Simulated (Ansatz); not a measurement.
# GaAsH (quartet): from Hartree-Fock to the top rungs, cc-pVDZ

One table from this session's results is given with a row withheld; the runs are named, their logs left out.

Computed with Ansatz 0.2.0, Gaussian basis. Level: cc-pVDZ, core rule «outside noble gas», up to 28 orbitals frozen.

To be run: UHF; CCSD(T) on ROHF; CCSD(T) on UHF; BCCD(T) on ROHF; CISD; CCSDT(Q) on ROHF; CCSDT(Q) on UHF; CCSDTQ on ROHF; CCSDTQ on UHF.

13 further runs of the same task are left out: 8 for a known fault of the program, 5 set aside as unsound or not needed.

### What is computed

The geometry is a PBE0/def2-TZVP stationary point (not a proven minimum) of the parent state, kept for this charge and spin. No spin-orbit coupling is included. The filled d shell of Ga, As may be among the frozen orbitals whatever the setting's name suggests; the logs give the count.

3 atoms, charge 0, spin multiplicity 4.

Atoms are counted from 1 here; the program's logs count them from 0.

Bond lengths: Ga1–As2 2.222 Å, Ga1–H3 1.556 Å. Angles: As2–Ga1–H3 180.0°.

Set-up of the first run:

Input file in.yaml:

```yaml
crystal:
  periodic: [false, false, false]
  atoms:
    - {symbol: Ga, position_ang: [0.000000, 0.000000, 0.222200]}
    - {symbol: As, position_ang: [0.000000, 0.000000, -2.000200]}
    - {symbol: H, position_ang: [0.000000, 0.000000, 1.778000]}
basis:
  gaussian: {orbitals: cc-pVDZ}
magnetization: {spin_polarized: true, initial_magnetization: 3}
hamiltonian: {xc: hf}
output: {orbitals: {seedname: orbitals}}
```

On the command line:

```sh
$ ansatz run in.yaml --threads 1 --pin off --events-out ev --progress --plain --max-ram 4096MiB --backend cpu
```

Steps of the session up to this table: UHF; CCSD(T) on ROHF; CCSD(T) on UHF; BCCD(T) on ROHF; CISD; CCSDT(Q) on ROHF; CCSDT(Q) on UHF; CCSDTQ on ROHF; CCSDTQ on UHF.

One of the session's tables, all rows but one given; the rest of the session is left out.

| method | from UCCSDTQ (meV) |
| --- | --- |
| ROHF | +4145.2 |
| UHF | +3934.5 |
| RMP2 | +922.7 |
| UMP2 | +941.1 |
| RCCSD | +153.5 |
| UCCSD | +137.5 |
| RCCSD(T) | +48.9 |
| UCCSD(T) | +36.5 |
| BCCD(T) | +49.0 |
| RCCSDT | ? |
| UCCSDT | +7.4 |
| RCCSDT(Q) | +13.6 |
| UCCSDT(Q) | +1.1 |
| RCCSDTQ | +12.5 |
| UCCSDTQ | 0 |

**Question.** Estimate the row for RCCSDT.

The run gave: from UCCSDTQ (meV): +20.0. In the column «from UCCSDTQ (meV)» it lies between RCCSDT(Q) (+13.6) and UCCSD(T) (+36.5).

To keep in mind: Restricted and unrestricted rows rest on different reference determinants; where their highest levels disagree by more than a few hundredths of an eV, they describe different states and don't form one ladder.
